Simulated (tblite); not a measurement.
# C2H9FSi2: the cost of one run

Computed with tblite 0.8.0 and PySCF 2.14.0, with density-fitted response routines of our own, on a single molecule in the gas phase. Atoms are numbered from 0 throughout.

### 1 The starting structure

14 atoms, charge 0, multiplicity 1; geometry from: force field or distance geometry start.

Bonds of the start (Å): C0–C1 1.50, C1–Si2 1.86, C1–Si3 1.85, Si3–F4 1.71, C0–H5 1.12, C0–H6 1.12, C0–H7 1.10, C1–H8 1.12, Si2–H9 1.49, Si2–H10 1.47, Si2–H11 1.47, Si3–H12 1.45, Si3–H13 1.47.

### 2 Geometry optimisation with GFN2-xTB

What the job is given:

```
{"job": {"kind": "relax", "xc": "GFN2-xTB", "basis": "xTB"}, "charge": 0, "multiplicity": 1}
C     -1.089500    -1.126900    -0.215900
C     -0.091000    -0.192000     0.393300
Si    -0.549600     1.598800     0.173700
Si     1.631600    -0.416700    -0.254900
F      2.485800    -1.322600     0.913400
H     -1.612900    -1.727400     0.574700
H     -1.892900    -0.471800    -0.648100
H     -0.648300    -1.791100    -0.966400
H     -0.112000    -0.382700     1.495800
H     -2.030800     1.715300     0.316500
H      0.144700     2.333100     1.244700
H     -0.112700     2.053600    -1.154200
H      1.619600    -1.179900    -1.484800
H      2.257400     0.909600    -0.409800
```

On the command line:

```bash
OMP_NUM_THREADS=1 python probes_run.py task.json out
```

One launch serves the whole session: the jobs run in the order shown.

**Question.** How long does this first job take on 1 thread of Arm Neoverse N1, shared host, and how much memory does it need?

About 1.2 s, with a peak of 0.18 GiB.
